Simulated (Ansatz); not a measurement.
# Ge21H30 off rod (Ge19AsH30−): structure and electronic state

What does Ge21H30 off rod (Ge19AsH30−) look like as a singlet, and where do its frontier electrons sit?

The runs use Ansatz 0.2.0, Gaussian basis; RKS PBE0-D4/def2-TZVP.

Levels to be run: relaxation at PBE-D4/def2-SVP; a single point at PBE0-D4/def2-TZVP.

1 further run of the same task is left out (set aside as unsound or not needed).

### Step 1. Starting geometry

50 atoms, charge -1, spin multiplicity 1.

Atoms are counted from 1 here; the program's logs count them from 0.

Bond lengths: Ge1–Ge12 2.431 Å, Ge1–Ge14 2.421 Å, Ge1–H21 1.534 Å, Ge1–H22 1.531 Å, Ge2–Ge10 2.446 Å, Ge2–Ge15 2.481 Å, Ge2–Ge16 2.446 Å, Ge2–H23 1.524 Å, Ge3–Ge12 2.430 Å, Ge3–Ge15 2.437 Å, Ge3–Ge17 2.462 Å, Ge3–H24 1.527 Å, As4–Ge10 2.461 Å, As4–Ge12 2.459 Å, As4–H25 1.521 Å, Ge5–Ge11 2.435 Å, Ge5–Ge18 2.457 Å, Ge5–H26 1.513 Å and more. Angles: Ge12–Ge1–Ge14 109.6°, Ge12–Ge1–H21 108.8°, Ge12–Ge1–H22 109.2°, Ge14–Ge1–H21 109.7°, Ge14–Ge1–H22 110.3°, H21–Ge1–H22 109.3°, Ge10–Ge2–Ge15 108.8°, Ge10–Ge2–Ge16 109.9°, Ge10–Ge2–H23 110.9°, Ge15–Ge2–Ge16 108.8°, Ge15–Ge2–H23 108.4°, Ge16–Ge2–H23 110.0°, Ge12–Ge3–Ge15 110.2°, Ge12–Ge3–Ge17 109.2°, Ge12–Ge3–H24 109.8°, Ge15–Ge3–Ge17 110.0°, Ge15–Ge3–H24 108.8°, Ge17–Ge3–H24 108.8° and more.

The ion is computed in the gas phase, without counter-ions or solvent.

The start is a built from a lattice or polyhedron geometry.

### Step 2. Optimising with PBE-D4/def2-SVP

in.yaml reads:

```yaml
crystal:
  periodic: [false, false, false]
  atoms:
    - {symbol: Ge, position_ang: [1.193400, -3.891700, -1.353000]}
    - {symbol: Ge, position_ang: [-1.660400, 1.767600, -4.180200]}
    - {symbol: Ge, position_ang: [1.180100, -1.066300, -4.181500]}
    - {symbol: As, position_ang: [-1.636400, -1.074600, -1.349700]}
    - {symbol: Ge, position_ang: [-1.651900, 1.751500, 1.463800]}
    - {symbol: Ge, position_ang: [1.197200, -1.074400, 1.466700]}
    - {symbol: Ge, position_ang: [1.176500, 1.750100, -1.357800]}
    - {symbol: Ge, position_ang: [-1.645000, -1.055600, 4.315200]}
    - {symbol: Ge, position_ang: [1.147500, 1.725600, 4.297500]}
    - {symbol: Ge, position_ang: [-3.061700, 0.342700, -2.769200]}
    - {symbol: Ge, position_ang: [-3.023600, 0.322800, 2.879900]}
    - {symbol: Ge, position_ang: [-0.195700, -2.479800, -2.762500]}
    - {symbol: Ge, position_ang: [-0.234000, -2.514200, 2.888100]}
    - {symbol: Ge, position_ang: [2.604300, -2.507900, 0.046300]}
    - {symbol: Ge, position_ang: [-0.227400, 0.325300, -5.602900]}
    - {symbol: Ge, position_ang: [-0.224900, 3.169000, -2.780000]}
    - {symbol: Ge, position_ang: [2.611600, 0.352800, -2.767600]}
    - {symbol: Ge, position_ang: [-0.238600, 3.179500, 2.878100]}
    - {symbol: Ge, position_ang: [2.615900, 0.323400, 2.899300]}
    - {symbol: Ge, position_ang: [-0.226600, 0.320700, 5.709900]}
    - {symbol: H, position_ang: [2.066600, -4.777500, -2.250200]}
    - {symbol: H, position_ang: [0.294000, -4.778600, -0.487300]}
    - {symbol: H, position_ang: [-2.514900, 2.642900, -5.089200]}
    - {symbol: H, position_ang: [2.069600, -1.934200, -5.069000]}
    - {symbol: H, position_ang: [-2.530600, -1.941300, -0.476500]}
    - {symbol: H, position_ang: [-2.505000, 2.626400, 0.571300]}
    - {symbol: H, position_ang: [2.064100, 2.624900, -0.468700]}
    - {symbol: H, position_ang: [-2.515500, -1.977100, 5.159700]}
    - {symbol: H, position_ang: [2.079000, 2.641700, 5.168000]}
    - {symbol: H, position_ang: [-3.932900, -0.531400, -3.643000]}
    - {symbol: H, position_ang: [-3.919700, 1.220900, -1.896300]}
    - {symbol: H, position_ang: [-3.936800, -0.522300, 1.974200]}
    - {symbol: H, position_ang: [-3.935000, 1.217500, 3.741800]}
    - {symbol: H, position_ang: [-1.098900, -3.376900, -3.637100]}
    - {symbol: H, position_ang: [-1.105800, -3.357100, 2.026300]}
    - {symbol: H, position_ang: [0.657000, -3.380200, 3.740400]}
    - {symbol: H, position_ang: [3.506600, -3.368800, 0.923800]}
    - {symbol: H, position_ang: [3.482400, -1.614800, -0.808200]}
    - {symbol: H, position_ang: [-1.103400, -0.537900, -6.489700]}
    - {symbol: H, position_ang: [0.658300, 1.201500, -6.469000]}
    - {symbol: H, position_ang: [0.674100, 4.023200, -3.687000]}
    - {symbol: H, position_ang: [-1.094600, 4.084300, -1.909900]}
    - {symbol: H, position_ang: [3.461500, 1.225900, -3.662600]}
    - {symbol: H, position_ang: [3.472700, -0.543300, -1.886900]}
    - {symbol: H, position_ang: [0.645200, 4.050200, 2.005400]}
    - {symbol: H, position_ang: [-1.116600, 4.041300, 3.748900]}
    - {symbol: H, position_ang: [3.480400, 1.200200, 1.991600]}
    - {symbol: H, position_ang: [3.502100, -0.538900, 3.762300]}
    - {symbol: H, position_ang: [-1.096200, 1.210700, 6.588700]}
    - {symbol: H, position_ang: [0.657600, -0.533900, 6.574800]}
basis:
  gaussian: {orbitals: def2-SVP, fitting: {mean_field: def2-universal-jkfit}}
total_charge: -1
hamiltonian: {xc: pbe, dispersion: d4}
scf: {lower_state_search: "off"}
output: {orbitals: {seedname: orbitals}}
relax: {f_tol: 0.03, max_steps: 70}
```

Command:

```sh
ansatz run in.yaml --threads 11 --pin off --events-out ev --progress --plain --max-ram 174080MiB --backend cuda --devices 0, --max-vram 75GiB
```

The runs that follow: Single point, PBE0-D4/def2-TZVP.

Q: Predict the results of all the runs planned. Wanted: point group; commonest bond, hydrogen aside; HOMO, LUMO at PBE0-D4/def2-TZVP.

As calculated:

```
                       quantity                             value
                    point group                                C1
 commonest bond, hydrogen aside  Ge–Ge, 22 of mean length 2.459 Å
HOMO, LUMO at PBE0-D4/def2-TZVP                    -3.10, 1.27 eV
```

**Reading.** The relaxation broke 0 and made 1 bonds, so the end is another structure than the start. No usable vibrations, so a minimum isn't proven. Whether this spin is the lowest isn't tested here. The point group is read from a loosely relaxed geometry; soft torsions can leave it below the true symmetry.
